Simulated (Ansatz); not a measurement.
# CH₆OSn (built from SMILES [CH3][SnH2][OH]): search for a transition state

Aim: find the saddle point of a 1,2-elimination that is to form O2–H4 and break Sn1–O2, C3–H4, prove it by its vibrations, and relax downhill on both sides to see what it joins.

Method: PBE0-D4, def2-SVP first, then def2-TZVP; program: Ansatz 0.2.0, Gaussian basis.

107 further runs of the same task are left out: 2 that didn't finish, 105 set aside as unsound or not needed.

**1. Where the work starts**

The guess: 9 atoms, charge 0, spin multiplicity 1.

Atoms are counted from 1 here; the program's logs count them from 0.

Bond lengths: Sn1–O2 2.355 Å, Sn1–C3 2.149 Å, Sn1–H5 1.751 Å, Sn1–H6 1.761 Å, O2–H4 1.189 Å, O2–H7 0.956 Å, C3–H8 1.093 Å, C3–H9 1.095 Å. Angles: O2–Sn1–C3 69.0°, O2–Sn1–H5 97.1°, O2–Sn1–H6 98.1°, C3–Sn1–H5 132.9°, C3–Sn1–H6 126.3°, H5–Sn1–H6 99.5°, Sn1–O2–H4 74.9°, Sn1–O2–H7 127.5°, H4–O2–H7 114.5°, Sn1–C3–H8 109.0°, Sn1–C3–H9 108.2°, H8–C3–H9 107.6°.

As a file:

```xyz
9

Sn   -0.6074    0.1055    0.9511
O     1.2353    0.9084   -0.2760
C    -0.5652   -0.7496   -1.0203
H     0.7051    0.1212   -0.9928
H    -1.1485    1.6529    1.5678
H     0.2703   -0.4798    2.3615
H     2.1615    0.7364   -0.1152
H    -1.4719   -0.4548   -1.5550
H    -0.5792   -1.8402   -0.9211
```

Distances that are to change: O2–H4 1.19 Å, Sn1–O2 2.35 Å, C3–H4 1.54 Å.

**2. Constrained relaxation of the guess**

The input, hold/in.yaml:

```yaml
crystal:
  periodic: [false, false, false]
  atoms:
    - {symbol: Sn, position_ang: [-0.607400, 0.105500, 0.951100]}
    - {symbol: O, position_ang: [1.235300, 0.908400, -0.276000]}
    - {symbol: C, position_ang: [-0.565200, -0.749600, -1.020300]}
    - {symbol: H, position_ang: [0.705100, 0.121200, -0.992800]}
    - {symbol: H, position_ang: [-1.148500, 1.652900, 1.567800]}
    - {symbol: H, position_ang: [0.270300, -0.479800, 2.361500]}
    - {symbol: H, position_ang: [2.161500, 0.736400, -0.115200]}
    - {symbol: H, position_ang: [-1.471900, -0.454800, -1.555000]}
    - {symbol: H, position_ang: [-0.579200, -1.840200, -0.921100]}
basis:
  gaussian: {orbitals: def2-SVP}
hamiltonian: {xc: pbe0, dispersion: d4}
relax: {f_tol: 0.04, max_steps: 150, escape_saddle: false, constraints: [{distance: [1, 3]}, {distance: [0, 1]}, {distance: [2, 3]}]}
```

The run is started by

```sh
ansatz run in.yaml --threads 4 --pin off --events-out ev --progress --plain --max-ram 9574MiB
```

Output (excerpt; [...] marks lines left out):

```text
Functional definition: PBE0
  name "PBE0"
  cite "Adamo & Barone, J. Chem. Phys. 110, 6158 (1999) doi:10.1063/1.478522"
  cite "Perdew, Burke & Ernzerhof, Phys. Rev. Lett. 77, 3865 (1996) doi:10.1103/PhysRevLett.77.3865"
  parent pbe
[...]
1006 factors; integrals over basis functions are off by at most 3.1e-4 eV
[...]
mean field -9004.62983261 eV, -330.9140427910 hartree, gradient 7.3e-5 eV, S^2 0.000000; 0 other end points of the search recorded, 0 dependent functions left out
[...]
reference -9004.62986122 eV, -330.9140438426 hartree; 21, 21 occupied and 63, 63 virtual orbitals, 1006 factors
relax step   1: F+E_penalty+E_count = -9004.75584639 eV  Δ(F+E_penalty+E_count) = +0.000e0 eV  max|allowed force component| = 7.859e-1 eV/Å  Δτ_max = 0.0000 Å  (26 SCF iters, accepted)
[...]
relax step   6: F+E_penalty+E_count = -9004.91880229 eV  Δ(F+E_penalty+E_count) = -1.449e-3 eV  max|allowed force component| = 6.590e-2 eV/Å  Δτ_max = 0.0330 Å  (29 SCF iters, accepted)
[...]
relax step   7: F+E_penalty+E_count = -9004.91898963 eV  Δ(F+E_penalty+E_count) = -1.873e-4 eV  max|allowed force component| = 1.292e-2 eV/Å  Δτ_max = 0.0100 Å  (24 SCF iters, accepted)
  distance O 1 - H 3 held at 1.189369 Å   reaction = +6.7408e-2 eV/Å
  distance Sn 0 - O 1 held at 2.354987 Å   reaction = +8.6425e-1 eV/Å
  distance C 2 - H 3 held at 1.540361 Å   reaction = +2.9065e-1 eV/Å
1006 factors; integrals over basis functions are off by at most 3.2e-4 eV
[...]
mean field -9004.79280077 eV, -330.9200317605 hartree, gradient 2.4e-5 eV, S^2 0.000000; 1 other end points of the search recorded, 0 dependent functions left out
[...]
reference -9004.79282994 eV, -330.9200328324 hartree; 21, 21 occupied and 63, 63 virtual orbitals, 1006 factors
Total energy: -9004.91901880 eV, -330.9246701876 hartree
Atom 0 at    -0.535241     0.143554     0.964902 Å, force     0.663541     0.288349    -0.466514 eV/Å
Atom 1 at     1.274056     0.953632    -0.306391 Å, force    -0.707138    -0.334455     0.430776 eV/Å
Atom 2 at    -0.613856    -0.717085    -0.920965 Å, force     0.246664     0.153972    -0.000376 eV/Å
Atom 3 at     0.647079     0.167410    -0.941491 Å, force    -0.200958    -0.124829     0.043399 eV/Å
Atom 4 at    -1.249523     1.627033     1.429341 Å, force    -0.001904     0.005851     0.002404 eV/Å
Atom 5 at     0.303238    -0.556487     2.291327 Å, force    -0.002275     0.002573    -0.005545 eV/Å
Atom 6 at     2.156343     0.616397    -0.098967 Å, force     0.008075    -0.004935    -0.002676 eV/Å
Atom 7 at    -1.490790    -0.423805    -1.515845 Å, force    -0.005588     0.003817    -0.001947 eV/Å
Atom 8 at    -0.491307    -1.810649    -0.901912 Å, force    -0.000417     0.009658     0.000478 eV/Å
Dipole moment:     0.004927    -0.171983     0.378534 e Å
```

Wall time 10 s (4 threads of Arm Neoverse V2, shared host).

Relaxation path:

```tsv
step	energy from step 1 (eV)	largest force component (eV/Å)
1	0.0000	0.7859
2	-0.0963	0.4768
3	-0.1541	0.3204
4	-0.1604	0.1303
5	-0.1615	0.0543
6	-0.1630	0.0659
7	-0.1631	0.0129
```

Close pairs (by a distance rule), those that changed most:

```tsv
bond	before (Å)	after (Å)	change (Å)
Sn1–C3	2.149	2.074	-0.075
Sn1–H6	1.761	1.718	-0.043
Sn1–H5	1.751	1.711	-0.041
O2–H7	0.956	0.967	+0.011
C3–H8	1.093	1.100	+0.006
C3–H9	1.095	1.101	+0.005
O2–H4	1.189	1.189	+0.000
Sn1–O2	2.355	2.355	+0.000
```

**3. A starting Hessian**

The input, hessian/in.yaml:

```yaml
crystal:
  periodic: [false, false, false]
  atoms:
    - {symbol: Sn, position_ang: [-0.535241, 0.143554, 0.964902]}
    - {symbol: O, position_ang: [1.274056, 0.953632, -0.306391]}
    - {symbol: C, position_ang: [-0.613856, -0.717085, -0.920965]}
    - {symbol: H, position_ang: [0.647079, 0.167410, -0.941491]}
    - {symbol: H, position_ang: [-1.249523, 1.627033, 1.429341]}
    - {symbol: H, position_ang: [0.303238, -0.556487, 2.291327]}
    - {symbol: H, position_ang: [2.156343, 0.616397, -0.098967]}
    - {symbol: H, position_ang: [-1.490790, -0.423805, -1.515845]}
    - {symbol: H, position_ang: [-0.491307, -1.810649, -0.901912]}
basis:
  gaussian: {orbitals: def2-SVP}
hamiltonian: {xc: pbe0, dispersion: d4}
phonons: {}
scf: {lower_state_search: off}
```

The run is started by

```sh
ansatz run in.yaml --threads 4 --pin off --events-out ev --progress --plain --max-ram 9574MiB
```

Output (excerpt; [...] marks lines left out):

```text
[... 5 set-up lines as earlier in the session ...]
[...]
1007 factors; integrals over basis functions are off by at most 3.1e-4 eV
[...]
mean field -9004.79278109 eV, -330.9200310374 hartree, gradient 2.1e-6 eV, S^2 0.000000; 0 other end points of the search recorded, 0 dependent functions left out
[...]
reference -9004.79281053 eV, -330.9200321191 hartree; 21, 21 occupied and 63, 63 virtual orbitals, 1007 factors
[... from here to the last solve, the lines of the solves are left out (53 solves) ...]
1007 factors; integrals over basis functions are off by at most 3.1e-4 eV
mean field -9004.79277353 eV, -330.9200307594 hartree, gradient 1.6e-6 eV, S^2 0.000000; 0 other end points of the search recorded, 0 dependent functions left out
[...]
WARN: phonons: modes at or below zero, which the zero-point energy, F, S and C_V leave out: 1, the lowest at -1340.22 cm⁻¹. A minimum has none, and a first-order saddle one
[...]
Atom 2 at    -0.613856    -0.717085    -0.920965 Å, force     0.246549     0.153695    -0.000659 eV/Å
Atom 3 at     0.647079     0.167410    -0.941491 Å, force    -0.200998    -0.124818     0.043371 eV/Å
Atom 4 at    -1.249523     1.627033     1.429341 Å, force    -0.001851     0.005836     0.002368 eV/Å
Atom 5 at     0.303238    -0.556487     2.291327 Å, force    -0.002341     0.002596    -0.005497 eV/Å
Atom 6 at     2.156343     0.616397    -0.098967 Å, force     0.008057    -0.004914    -0.002669 eV/Å
Atom 7 at    -1.490790    -0.423805    -1.515845 Å, force    -0.005574     0.003835    -0.001953 eV/Å
Atom 8 at    -0.491307    -1.810649    -0.901912 Å, force    -0.000459     0.009674     0.000459 eV/Å
Dipole moment:     0.004928    -0.171982     0.378535 e Å
Vibrations: -1340.22 267.08 298.68 352.90 445.34 457.75 491.49 610.69 665.12 695.50 730.01 807.04 831.48 1348.56 1450.08 1685.92 1911.92 1942.49 3109.91 3209.04 3850.90 cm⁻¹, zero-point energy 1.559839 eV
Checks for a lower state left out: stability, starts, cluster_reference, orbital_swaps, neighbouring_geometries, increment
```

Wall time 40 s (4 threads of Arm Neoverse V2, shared host).

The structure is not stationary yet, so these wavenumbers are no spectrum; the search needs only the force constants.

**4. Saddle search in the small basis**

The search itself is an outer loop (partitioned rational-function steps, Bofill update of the Hessian). Each step is one single-point run with forces. It stops when the largest force is under 0.04 eV/Å and the followed curvature is negative. The first step's input:

The input, presaddle/in.yaml:

```yaml
crystal:
  periodic: [false, false, false]
  atoms:
    - {symbol: Sn, position_ang: [-0.535241, 0.143554, 0.964902]}
    - {symbol: O, position_ang: [1.274056, 0.953632, -0.306391]}
    - {symbol: C, position_ang: [-0.613856, -0.717085, -0.920965]}
    - {symbol: H, position_ang: [0.647079, 0.167410, -0.941491]}
    - {symbol: H, position_ang: [-1.249523, 1.627033, 1.429341]}
    - {symbol: H, position_ang: [0.303238, -0.556487, 2.291327]}
    - {symbol: H, position_ang: [2.156343, 0.616397, -0.098967]}
    - {symbol: H, position_ang: [-1.490790, -0.423805, -1.515845]}
    - {symbol: H, position_ang: [-0.491307, -1.810649, -0.901912]}
basis:
  gaussian: {orbitals: def2-SVP}
hamiltonian: {xc: pbe0, dispersion: d4}
output: {forces: true}
scf: {lower_state_search: off}
```

The run is started by

```sh
ansatz run in.yaml --threads 4 --pin off --events-out ev --progress --plain --max-ram 9574MiB
```

Step by step:

```tsv
step	energy (eV)	largest force (eV/Å)	followed curvature (eV/Å²)
1	-9004.91899	0.7071	-10.96
2	-9004.94546	0.3922	-10.28
3	-9004.94735	0.0974	-8.77
4	-9004.94732	0.0380	-5.50
```

The 4 steps took 3 s in all (4 threads of Arm Neoverse V2, shared host).

**5. Saddle search in triple zeta**

The search itself is an outer loop (partitioned rational-function steps, Bofill update of the Hessian). Each step is one single-point run with forces. It stops when the largest force is under 0.01 eV/Å and the followed curvature is negative. The first step's input:

The input, saddle/in.yaml:

```yaml
crystal:
  periodic: [false, false, false]
  atoms:
    - {symbol: Sn, position_ang: [-0.527155, 0.134446, 0.932636]}
    - {symbol: O, position_ang: [1.233167, 0.935835, -0.251391]}
    - {symbol: C, position_ang: [-0.639352, -0.740474, -0.932859]}
    - {symbol: H, position_ang: [0.723949, 0.228441, -0.916427]}
    - {symbol: H, position_ang: [-1.206412, 1.636179, 1.399486]}
    - {symbol: H, position_ang: [0.338898, -0.546627, 2.253614]}
    - {symbol: H, position_ang: [2.134409, 0.636195, -0.065941]}
    - {symbol: H, position_ang: [-1.525441, -0.448303, -1.515988]}
    - {symbol: H, position_ang: [-0.532062, -1.835691, -0.903130]}
basis:
  gaussian: {orbitals: def2-TZVP}
hamiltonian: {xc: pbe0, dispersion: d4}
output: {forces: true}
scf: {lower_state_search: off}
```

The run is started by

```sh
ansatz run in.yaml --threads 4 --pin off --events-out ev --progress --plain --max-ram 9574MiB
```

Step by step:

```tsv
step	energy (eV)	largest force (eV/Å)	followed curvature (eV/Å²)
1	-9009.02854	0.3270	-5.50
2	-9009.02743	0.6019	-5.85
3	-9009.03762	0.0338	-6.14
4	-9009.03775	0.0654	-5.98
5	-9009.03779	0.0337	-6.52
6	-9009.03774	0.0372	-6.70
7	-9009.03786	0.0045	-6.70
```

The 7 steps took 9.2 s in all (4 threads of Arm Neoverse V2, shared host).

Geometry at the end of the search:

```tsv
atom	x (Å)	y (Å)	z (Å)
Sn1	-0.5233	0.1266	0.9217
O2	1.2298	0.9283	-0.2449
C3	-0.6584	-0.7486	-0.9205
H4	0.7394	0.2178	-0.9072
H5	-1.1922	1.6268	1.3796
H6	0.3392	-0.5496	2.2367
H7	2.1400	0.6747	-0.0550
H8	-1.5235	-0.4427	-1.5079
H9	-0.5510	-1.8332	-0.9027
```

Followed mode, largest move set to 1: H4 (0.74, 0.62, 0.26); Sn1 (-0.34, -0.24, -0.01); C3 (-0.33, -0.19, 0.15); O2 (0.11, 0.04, -0.22).

**6. Vibrations at the point found**

The input, vib/in.yaml:

```yaml
crystal:
  periodic: [false, false, false]
  atoms:
    - {symbol: Sn, position_ang: [-0.523307, 0.126579, 0.921740]}
    - {symbol: O, position_ang: [1.229777, 0.928284, -0.244854]}
    - {symbol: C, position_ang: [-0.658357, -0.748600, -0.920531]}
    - {symbol: H, position_ang: [0.739364, 0.217776, -0.907171]}
    - {symbol: H, position_ang: [-1.192184, 1.626834, 1.379613]}
    - {symbol: H, position_ang: [0.339217, -0.549643, 2.236700]}
    - {symbol: H, position_ang: [2.139984, 0.674682, -0.054967]}
    - {symbol: H, position_ang: [-1.523541, -0.442674, -1.507880]}
    - {symbol: H, position_ang: [-0.550953, -1.833237, -0.902651]}
basis:
  gaussian: {orbitals: def2-TZVP}
hamiltonian: {xc: pbe0, dispersion: d4}
phonons: {temperatures: {t_min: 298.15, t_max: 900, t_step: 200}}
```

The run is started by

```sh
ansatz run in.yaml --threads 4 --pin off --events-out ev --progress --plain --max-ram 9574MiB
```

Output (excerpt; [...] marks lines left out):

```text
[... 5 set-up lines as earlier in the session ...]
[...]
1056 factors; their error is unknown
[...]
mean field -9008.91105677 eV, -331.0713748770 hartree, gradient 2.8e-5 eV, S^2 0.000000; 0 other end points of the search recorded, 0 dependent functions left out
[...]
reference -9008.91109333 eV, -331.0713762206 hartree; 21, 21 occupied and 127, 127 virtual orbitals, 1056 factors
[... from here to the last solve, the lines of the solves are left out (53 solves) ...]
1056 factors; their error is unknown
mean field -9008.91104879 eV, -331.0713745838 hartree, gradient 1.3e-6 eV, S^2 0.000000; 0 other end points of the search recorded, 0 dependent functions left out
[...]
reference -9008.91108535 eV, -331.0713759273 hartree; 21, 21 occupied and 127, 127 virtual orbitals, 1056 factors
[...]
WARN: phonons: modes at or below zero, which the zero-point energy, F, S and C_V leave out: 1, the lowest at -522.79 cm⁻¹. A minimum has none, and a first-order saddle one
[...]
Atom 0 at    -0.523307     0.126579     0.921740 Å, force     0.000166    -0.000129     0.000569 eV/Å
Atom 1 at     1.229777     0.928284    -0.244854 Å, force    -0.002584     0.000487    -0.002067 eV/Å
Atom 2 at    -0.658357    -0.748600    -0.920531 Å, force    -0.000942     0.000999     0.000140 eV/Å
Atom 3 at     0.739364     0.217776    -0.907171 Å, force    -0.001156    -0.000264    -0.000676 eV/Å
Atom 4 at    -1.192184     1.626834     1.379613 Å, force    -0.000402     0.000282     0.000718 eV/Å
Atom 5 at     0.339217    -0.549643     2.236700 Å, force    -0.000308    -0.000211    -0.000687 eV/Å
Atom 6 at     2.139984     0.674682    -0.054967 Å, force     0.004476    -0.000181     0.002003 eV/Å
Atom 7 at    -1.523541    -0.442674    -1.507880 Å, force     0.000372    -0.000199    -0.000561 eV/Å
Atom 8 at    -0.550953    -1.833237    -0.902651 Å, force     0.000378    -0.000783     0.000562 eV/Å
Dipole moment:     0.183236    -0.055161     0.325767 e Å
Vibrations: -522.79 275.52 288.05 348.39 440.98 479.36 535.30 638.02 685.71 716.94 776.55 830.15 926.17 1371.65 1418.33 1918.37 1943.78 1968.46 3103.50 3190.35 3838.20 cm⁻¹, zero-point energy 1.592812 eV
```

Run time: 68 s. Hardware: 4 threads of Arm Neoverse V2, shared host.

Wavenumbers and character of the modes:

```tsv
mode	wavenumber (cm⁻¹)	character
1	523i	changes O2–H4, C3–H4
2	276	torsion with bend
3	288	Sn–O stretch with bend
4	348	bend with torsion
5	441	bend with torsion
6	479	torsion with bend
7	535	torsion with Sn–C stretch
8	638	Sn–C stretch with torsion
9	686	bend with torsion
10	717	torsion with bend
11	777	torsion with bend
12	830	bend
13	926	bend
14	1372	bend
15	1418	bend
16	1918	Sn–H stretch
17	1944	Sn–H stretch
18	1968	O–H stretch with bend
19	3104	C–H stretch
20	3190	C–H stretch
21	3838	O–H stretch
```

Vibrational sums (real modes only):

```tsv
T (K)	entropy (J/mol/K)	heat capacity (J/mol/K)
298	33.1	56.3
498	69.8	86.5
698	102.2	105.3
898	130.4	118.6
```

[end of part 1 of 2]
